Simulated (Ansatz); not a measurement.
# Sn3Te under changes of volume

One of the cells (29.205 Å³/atom); the others are scaled copies at fixed shape and fractional positions:

```xyz
4
Lattice="-2.3009 2.3009 5.5165 2.3009 -2.3009 5.5165 2.3009 2.3009 -5.5165" Properties=species:S:1:pos:R:3 pbc="T T T"
Te    0.0000    0.0000    0.0000
Sn    0.0000    0.0000    5.5165
Sn    2.3009    0.0000    2.7582
Sn    0.0000    2.3009    2.7582
```

The cell comes from a database or a generator and needn't be the stable form of this composition.

```yaml
Program: Ansatz 0.2.0
Functional: LDA
Potentials_or_basis: Ansatz PAW
Cutoff: "420 eV (not typed: the program's choice for these potentials)"
k_mesh: 8 × 8 × 8
Occupations: fermi-dirac, width 0.05 eV
Spin: no spin polarisation
```

```tsv
volume (Å³/atom)	energy over the lowest point (meV/atom)	pressure (GPa)
27.453	0.00	-1.5
28.037	7.46	-2.5
28.621	18.34	-3.4
29.205	32.23	-4.2
29.789	48.76	-4.8
30.373	67.62	-5.4
30.958	?	?
```

Problem. What does the run at 30.958 Å³/atom give?

Solution. Energy over the lowest point 88.52 meV/atom; pressure -6.0 GPa.

Worked out: A Birch-Murnaghan fit of order 3 (a polynomial in V^(-2/3)) to the other rows has its minimum at 26.68 Å³/atom, just outside them, with B0 = V·E''(V) = 58 GPa and B' = 4.8 at fixed shape and positions, which overstates the stiffness. It gives 88.55 meV/atom at 30.958 Å³/atom, against the run's 88.52, and -dE/dV = -6.0 GPa, against -6.0.

Energies are extrapolated to zero smearing.

Caveats: the PAW data sets come from PBE, with cores solved anew for the run's functional, which leaves a small shift of forces and pressure.
